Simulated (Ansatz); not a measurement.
Run this with Ansatz's Python interface and show what comes out.

`md.py`
```python
"""Molecular dynamics of one H5N2PSi molecule."""

import ansatz as az
import numpy as np

BASIS_SET = "6-31G"
XC = "blyp"
N_STEPS = 30
TEMPERATURE_K = 200

GEOMETRY = """
N    -0.96470    1.12740    0.07400
Si    0.38970    0.46940    0.67410
N     0.53340   -0.58940   -0.61720
P     0.49730   -1.73930    0.57040
H    -1.72430    0.44030    0.04930
H    -0.83310    1.33080   -0.93100
H     1.61320    1.32140    0.50850
H     1.55470   -0.50590   -0.97140
H    -0.97770   -1.90090    0.62620
"""


def main() -> None:
    geometry = az.Crystal.molecule()
    for line in GEOMETRY.strip().splitlines():
        symbol, *xyz = line.split()
        geometry = geometry.atom(symbol, [float(v) for v in xyz])

    calculation = (
        geometry.calculation()
        .basis(gaussian=BASIS_SET)
        .functional(XC)
        .md("nve", timestep=0.5, steps=N_STEPS, temperature=TEMPERATURE_K, initial_velocities="maxwell_boltzmann", seed=88)
    )
    frames = []
    calculation.session().plan().execute(on_event=lambda e: frames.append(e["data"]) if e["event"] == "md_step" else None)
    print("t (fs)   E_pot (eV)      E_kin (eV)   T (K)   d(0-1) (A)")
    for f in frames[::1]:
        xyz = np.array(f["positions_ang"])
        print(f"{f['time_fs']:6.2f} {f['lagrangian_ev']:14.5f} {f['e_kin_ev']:10.5f} {f['temperature_k']:8.1f} {np.linalg.norm(xyz[0] - xyz[1]):9.4f}")
    kept = np.array([f["conserved_ev"] for f in frames])
    print(f"conserved energy moves by at most {1000 * np.ptp(kept):.3f} meV")


if __name__ == "__main__":
    main()
```

```console
$ python md.py
t (fs)   E_pot (eV)      E_kin (eV)   T (K)   d(0-1) (A)
  0.00   -20219.31826    0.18096    200.0    1.6210
  0.50   -20219.35714    0.21956    242.7    1.6240
  1.00   -20219.42846    0.29058    321.1    1.6285
  1.50   -20219.52770    0.38956    430.5    1.6343
  2.00   -20219.65092    0.51255    566.5    1.6413
  2.50   -20219.79471    0.65616    725.2    1.6494
  3.00   -20219.95626    0.81758    903.6    1.6585
  3.50   -20220.13342    0.99465   1099.3    1.6685
  4.00   -20220.32436    1.18541   1310.1    1.6794
  4.50   -20220.52580    1.38646   1532.3    1.6910
  5.00   -20220.73098    1.59100   1758.4    1.7033
  5.50   -20220.92976    1.78913   1977.3    1.7162
  6.00   -20221.11170    1.97065   2177.9    1.7295
  6.50   -20221.26981    2.12867   2352.6    1.7433
  7.00   -20221.40217    2.26122   2499.1    1.7573
  7.50   -20221.51100    2.37034   2619.7    1.7715
  8.00   -20221.60022    2.45981   2718.6    1.7858
  8.50   -20221.67323    2.53295   2799.4    1.8002
  9.00   -20221.73165    2.59138   2864.0    1.8144
  9.50   -20221.77522    2.63488   2912.0    1.8285
 10.00   -20221.80256    2.66215   2942.2    1.8423
 10.50   -20221.81242    2.67203   2953.1    1.8557
 11.00   -20221.80464    2.66433   2944.6    1.8688
 11.50   -20221.78012    2.63989   2917.6    1.8813
 12.00   -20221.73975    2.59953   2873.0    1.8934
 12.50   -20221.68346    2.54321   2810.7    1.9048
 13.00   -20221.61073    2.47055   2730.4    1.9157
 13.50   -20221.52278    2.38292   2633.6    1.9260
 14.00   -20221.42437    2.28499   2525.4    1.9357
 14.50   -20221.32264    2.18367   2413.4    1.9449
 15.00   -20221.22362    2.08479   2304.1    1.9536
conserved energy moves by at most 3.841 meV
```

What to keep in mind:
- Total energies depend on the basis set; only differences at equal settings carry meaning.
- The trajectory is only some femtoseconds long, so its temperature is not equilibrated; where the script doesn't relax first, it starts from a rough generated geometry.
- The temperature counts the internal degrees of freedom alone.
- Timing: 62 s on 1 thread of Arm Neoverse V2, with other jobs on the host, peak memory 0.18 GiB.

(Lines on the test bed's own set-up are left out of the output.)
